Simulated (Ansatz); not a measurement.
# FH3InOSi: the cost of one run

Method: the settings change from run to run; program: Ansatz 0.2.0, Gaussian basis.

## Step 1: The geometry

An earlier PBE0-D4 in a triple-zeta def2 set relaxation fixed the geometry. In takes a core potential in def2 sets; no spin-orbit term is included.

SMILES `[F][In][O][SiH3]`, 7 atoms, charge 0, spin multiplicity 2.

Atoms are counted from 1 here; the program's logs count them from 0.

Bond lengths: F1–In2 1.963 Å, In2–O3 1.987 Å, O3–Si4 1.637 Å, Si4–H5 1.488 Å, Si4–H6 1.490 Å, Si4–H7 1.490 Å. Angles: F1–In2–O3 115.7°, In2–O3–Si4 134.9°, O3–Si4–H5 108.3°, O3–Si4–H6 111.6°, O3–Si4–H7 111.5°, H5–Si4–H6 108.7°, H5–Si4–H7 108.7°, H6–Si4–H7 107.9°.

Geometry (Å):

```xyz
7
FH3InOSi
F    -0.13345   -2.44746    1.82064
In   -0.76116   -2.24840   -0.02819
O    -0.47538   -0.46170   -0.84914
Si    0.18676    0.94872   -0.34622
H     0.07590    1.93704   -1.45270
H    -0.51816    1.48881    0.85050
H     1.62549    0.78298    0.00513
```

## Step 2: PBE-QIDH/def2-TZVPD

in.yaml

```yaml
crystal:
  periodic: [false, false, false]
  atoms:
    - {symbol: F, position_ang: [-0.133452, -2.447460, 1.820639]}
    - {symbol: In, position_ang: [-0.761155, -2.248398, -0.028194]}
    - {symbol: O, position_ang: [-0.475383, -0.461699, -0.849137]}
    - {symbol: Si, position_ang: [0.186765, 0.948724, -0.346218]}
    - {symbol: H, position_ang: [0.075902, 1.937041, -1.452696]}
    - {symbol: H, position_ang: [-0.518157, 1.488808, 0.850495]}
    - {symbol: H, position_ang: [1.625490, 0.782984, 0.005130]}
basis:
  gaussian: {orbitals: def2-TZVPD}
magnetization: {spin_polarized: true, initial_magnetization: 1}
hamiltonian: {xc: {name: PBE-QIDH}}
output: {forces: true}
```

Launch:

```bash
ansatz run in.yaml --threads 4 --pin off --events-out ev --progress --plain --max-ram 10444MiB
```

What time and memory should one allow on 4 threads of Arm Neoverse V1, shared host?

About 25 s, with a peak of 1.1 GiB.
